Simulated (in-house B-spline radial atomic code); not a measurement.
# Nb²⁺: excited configurations

Wanted: excitation energies of Nb²⁺ as differences of total energies (ΔSCF).

Program: in-house B-spline radial atomic code version 1. Level of theory: scalar-relativistic (spin-free one-electron X2C) SCAN, spin-polarised, spherical fractional occupations, Fermi nucleus, basis-set limit. These are calculated values, not measurements, unless marked.

**1. The system**

- element: niobium (Z = 41)
- charge: +2
- electrons: 39
- configuration: [Kr] 4d3
- Hamiltonian: scalar-relativistic (X2C)
- nucleus: Fermi, rms radius 4.324 fm

Outer shells as boxes (Hund's rule):

[Kr] 4d3
```
[Kr] core
4d [↑ ][↑ ][↑ ][  ][  ]
```

Where spins are not typed, each open shell is filled with up spins first.

**2. Reference run**

Input settings:

```ini
Z = 41
electrons = 39.0
configuration = [Kr] 4d3
hamiltonian = x2c
method = scan,scan
spin_polarised = True
nucleus = fermi
rms_radius = 4.324
mass_number = 93
atomic_mass = 92.90637317
speed_of_light = 137.035999084
```

**3. Run with [Ar] 3d9 4s2 4p6 4d3 5d1**

The settings differ from step 2 so:

```diff
@@ -2,3 +2,3 @@
 electrons = 39.0
-configuration = [Kr] 4d3
+configuration = [Ar] 3d9 4s2 4p6 4d3 5d1
 hamiltonian = x2c
```

**4. Run with [Ar] 3d10 4s2 4p5 4d4**

The settings differ from step 3 so:

```diff
@@ -2,3 +2,3 @@
 electrons = 39.0
-configuration = [Ar] 3d9 4s2 4p6 4d3 5d1
+configuration = [Ar] 3d10 4s2 4p5 4d4
 hamiltonian = x2c
```

**5. Configuration [Ar] 3d10 4s2 4p5 4d3 4f1**

The settings differ from step 4 so:

```diff
@@ -2,3 +2,3 @@
 electrons = 39.0
-configuration = [Ar] 3d10 4s2 4p5 4d4
+configuration = [Ar] 3d10 4s2 4p5 4d3 4f1
 hamiltonian = x2c
```

**6. Configuration [Kr] 4d2 5p1**

The settings differ from step 5 so:

```diff
@@ -2,3 +2,3 @@
 electrons = 39.0
-configuration = [Ar] 3d10 4s2 4p5 4d3 4f1
+configuration = [Kr] 4d2 5p1
 hamiltonian = x2c
```

**7. Configuration [Ar] 3d10 4s2 4p5 4d3 5p1**

The settings differ from step 6 so:

```diff
@@ -2,3 +2,3 @@
 electrons = 39.0
-configuration = [Kr] 4d2 5p1
+configuration = [Ar] 3d10 4s2 4p5 4d3 5p1
 hamiltonian = x2c
```

Before running: How far above the reference does each configuration lie (order and size, in eV)?

The runs gave:

| net move | configuration | 2|M_S|+1 | energy above the reference (eV) | largest <r> (bohr) |
| --- | --- | --- | --- | --- |
| 4d → 5p | [Kr] 4d2 5p1 | 4 | 8.481 | 3.47 |
| 4p → 4d | [Ar] 3d10 4s2 4p5 4d4 | 6 | 30.537 | 1.77 |
| 4p → 5p | [Ar] 3d10 4s2 4p5 4d3 5p1 | 6 | 40.485 | 3.40 |
| 4p → 4f | [Ar] 3d10 4s2 4p5 4d3 4f1 | 6 | 49.578 | 5.11 |
| 3d → 5d | [Ar] 3d9 4s2 4p6 4d3 5d1 | 6 | 221.22 | 4.82 |

**Reading.** The energies run from 8.481 eV (4d → 5p) to 221.22 eV (3d → 5d). 3 of them lie more than 60 % above minus the reference's highest level (19.982 eV), in the range where a state can decay by emitting an electron. The reference has 2|M_S|+1 = 4; 4 of the configurations differ from it in spin. These are spherical averages at the typed spins, not spectroscopic levels.
